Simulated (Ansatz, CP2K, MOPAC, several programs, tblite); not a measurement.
Energy against volume for TlBaBr₃ (cubic perovskite), at fixed shape and fractional coordinates, computed by several methods (PBE and r2SCAN, where shown, with plane waves in Ansatz); the cell shown is that of r2SCAN. It is cubic, Pm-3m (No. 221); a = 6.229 Å in the conventional setting, 48.35 Å³ an atom. Around Tl lie 12 Br at 4.40 Å; around Ba lie 6 Br at 3.11 Å; around Br lie 2 Ba at 3.11 Å and 4 Tl at 4.40 Å. Spin-unpolarised throughout. Whether this structure exists isn't addressed. Energies count from each curve's lowest point; fits are third-order Birch-Murnaghan.

```
Tl Ba Br
1.0
     6.22939    0.00000    0.00000
     0.00000    6.22939    0.00000
     0.00000    0.00000    6.22939
Tl Ba Br
1 1 3
Direct
  0.00000 0.00000 0.00000
  0.50000 0.50000 0.50000
  0.50000 0.50000 0.00000
  0.50000 0.00000 0.50000
  0.00000 0.50000 0.50000
```

Question: r2SCAN, on the shape of its own relaxed cell, gives
```csv
V (Å³/atom),E (meV/atom)
45.446,10.17
46.896,2.43
48.347,0.00
49.797,2.04
51.247,7.83
```
What equilibrium volume and bulk modulus follow?

Answer: V₀ = 48.37 Å³ an atom and B₀ = 16 GPa.

PBE/DZVP (CP2K), on the shape of the cell shown:
```tsv
V (Å³/atom)	E (meV/atom)
42.545	85.02
45.446	31.00
48.347	5.34
51.247	0.00
54.148	9.23
```
V₀ = 50.71 Å³ an atom and B₀ = 15 GPa.

light PBE (260 eV, its own mesh), on the shape of the cell shown:

| V (Å³/atom) | E (meV/atom) |
| --- | --- |
| 44.479 | 45.09 |
| 46.413 | 11.81 |
| 48.347 | 12.20 |
| 50.280 | 0.00 |
| 52.214 | 3.91 |
| 54.148 | 25.38 |

The points scatter about a smooth fit, as a low cutoff and a light mesh can make them, so no fit is quoted.

GFN2-xTB (tblite), on the shape of the cell shown, as a cluster of 40 atoms at the zone centre:
```tsv
V (Å³/atom)	E (meV/atom)
42.545	0.00
45.446	73.35
48.347	140.43
51.247	200.99
54.148	255.44
```
The lowest point is an end point, so the minimum isn't bracketed.

PM7 (MOPAC), on the shape of the cell shown, as a cluster of 40 atoms at the zone centre:

| V (Å³/atom) | E (meV/atom) |
| --- | --- |
| 42.545 | 0.00 |
| 45.446 | 13.98 |
| 48.347 | 44.42 |
| 51.247 | 85.37 |
| 54.148 | 132.40 |

The lowest point is an end point, so the minimum isn't bracketed.
